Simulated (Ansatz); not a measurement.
# CH5ClGe: the cost of one run

All numbers below are computed with Ansatz 0.2.0 (RHF/def2-SVP).

## 1. The system as given

Bond lengths: Ge1–Cl2 2.420 Å, Ge1–H3 1.750 Å, Ge1–H4 1.549 Å, Ge1–C5 1.959 Å, C5–H6 1.110 Å, C5–H7 1.110 Å, C5–H8 1.110 Å. Angles: Cl2–Ge1–H3 50.3°, Cl2–Ge1–H4 122.7°, Cl2–Ge1–C5 122.7°, H3–Ge1–H4 120.2°, H3–Ge1–C5 120.2°, H4–Ge1–C5 109.5°, Ge1–C5–H6 109.5°, Ge1–C5–H7 109.5°, Ge1–C5–H8 109.5°, H6–C5–H7 109.4°, H6–C5–H8 109.4°, H7–C5–H8 109.4°.

Structure file:

```xyz
8

Ge    0.0000    0.0000    0.0000
Cl    1.3501    0.0000    2.0083
H     1.7410    0.0000    0.1780
H    -0.7300    1.2648   -0.5162
C    -0.9232   -1.5994   -0.6527
H    -1.4228   -2.1111    0.1962
H    -1.6833   -1.3066   -1.4068
H    -0.1873   -2.2880   -1.1178
```

## 2. A restrained relaxation towards end A

Springs on the bonds that form and break draw the guess towards this end; the thresholds are loose.

Contents of input.yaml:

```yaml
crystal:
  periodic: [false, false, false]
  atoms:
    - { symbol: Ge, position_ang: [0.0, 0.0, 0.0] }
    - { symbol: Cl, position_ang: [1.3501, 0.0, 2.0083] }
    - { symbol: H, position_ang: [1.741, 0.0, 0.178] }
    - { symbol: H, position_ang: [-0.73, 1.2648, -0.5162] }
    - { symbol: C, position_ang: [-0.9232, -1.5994, -0.6527] }
    - { symbol: H, position_ang: [-1.4228, -2.1111, 0.1962] }
    - { symbol: H, position_ang: [-1.6833, -1.3066, -1.4068] }
    - { symbol: H, position_ang: [-0.1873, -2.288, -1.1178] }
basis:
  gaussian: { orbitals: def2-SVP }
hamiltonian:
  xc: hf
relax:
  f_tol: 0.15
  max_steps: 25
  restrain:
    - { distance: [1, 2], at: 2.57, k: 30.0 }
    - { distance: [0, 1], at: 2.22, k: 30.0 }
    - { distance: [0, 2], at: 1.55, k: 30.0 }
```

Launch:

```bash
ansatz run input.yaml --threads 1 --pin off --max-ram 2048MiB --backend cpu --events-out ev --progress --plain --runs-dir out
```

**Question.** How long does this run take on 1 thread of AMD EPYC 9R45 (Zen 5), shared host, and how much memory does it need?

About 11 s, with a peak of 0.19 GiB.
